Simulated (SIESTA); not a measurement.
## Cs in SIESTA: convergence with basis size

Input of the first run (basis size SZ); the others differ in this setting and in those tied to it:

Contents of Cs.fdf:

```
SystemName                      Cs
SystemLabel                     Cs
NumberOfSpecies                 1
NumberOfAtoms                   3
%block ChemicalSpeciesLabel
  1  55 Cs
%endblock ChemicalSpeciesLabel

LatticeConstant                 1.0 Ang
%block LatticeVectors
     5.2351235659     0.0000000000     0.0000000000
    -1.7450411886     4.9357218317     0.0000000000
     0.0000000000     0.0000000000    23.5489209845
%endblock LatticeVectors
AtomicCoordinatesFormat         Fractional
%block AtomicCoordinatesAndAtomicSpecies
     0.5000000000     0.5000000000     0.3184859300  1  Cs
     0.0000000000     0.0000000000     0.5000000000  1  Cs
     0.5000000000     0.5000000000     0.6815140700  1  Cs
%endblock AtomicCoordinatesAndAtomicSpecies

%block kgrid.MonkhorstPack
    4   0   0  0.0
    0   4   0  0.0
    0   0   1  0.0
%endblock kgrid.MonkhorstPack
XC.Functional                   VDW
XC.Authors                      BH
PAO.BasisSize                   SZ
PAO.EnergyShift                 0.003 Ry
Mesh.Cutoff                     500 Ry
OccupationFunction              FD
ElectronicTemperature           0.05 eV
Slab.DipoleCorrection           vacuum
MaxSCFIterations                120
SCF.MustConverge                false
SCF.Mixer.Method                Pulay
SCF.Mixer.Weight                0.25
SCF.Mixer.History               8
SCF.DM.Tolerance                5.0e-05
SCF.H.Tolerance                 1.0e-03 eV
WriteForces                     true
Charge.Mulliken                 end
%block PAO.Basis
  Cs 3
  n=5 0 1
    4.696
  n=6 0 1
    9.500
  n=5 1 1
    5.726
%endblock PAO.Basis
```

Potentials or basis: PseudoDojo 0.4 standard (PBE files), SZ (energy shift 0.003 Ry).

Run with:

```console
$ siesta Cs.fdf > Cs.out 2>&1
```

Hardware: 1 thread of Arm Neoverse V2 (shared host).

Q: The values tried are SZ, SZP, DZ, DZP, DZDP, TZP, TZDP, loosest first. From which on does the largest force stay within 0.005 eV/Å of the tightest run that finished?

A: From DZP on.

```
basis size  energy less the tightest run, at zero smearing (meV/atom)  largest force (eV/Å)  SCF cycles  CPU time (s)  peak memory (GiB)
        SZ                                                     627.80                 0.076          10           140               0.76
       SZP                                                      80.49                 0.026          10           150               0.87
        DZ                                                     485.42                 0.096          11           150               0.78
       DZP                                                      25.12                 0.027          11           160               0.89
      DZDP                                                       5.64                 0.031          11           170               0.93
       TZP                                                      19.58                 0.028          11           160               0.91
      TZDP                                                       0.00                 0.031          11           170               0.95
```

Not settled before the last step: the energy (to 1 meV/atom). The tightest run that finished is the yardstick and may itself not be fully converged.

Caveat, for the tightest run too: the potentials were made for another functional, which shifts forces and pressure. The run has no spin-orbit coupling, so splittings on Cs are missing.
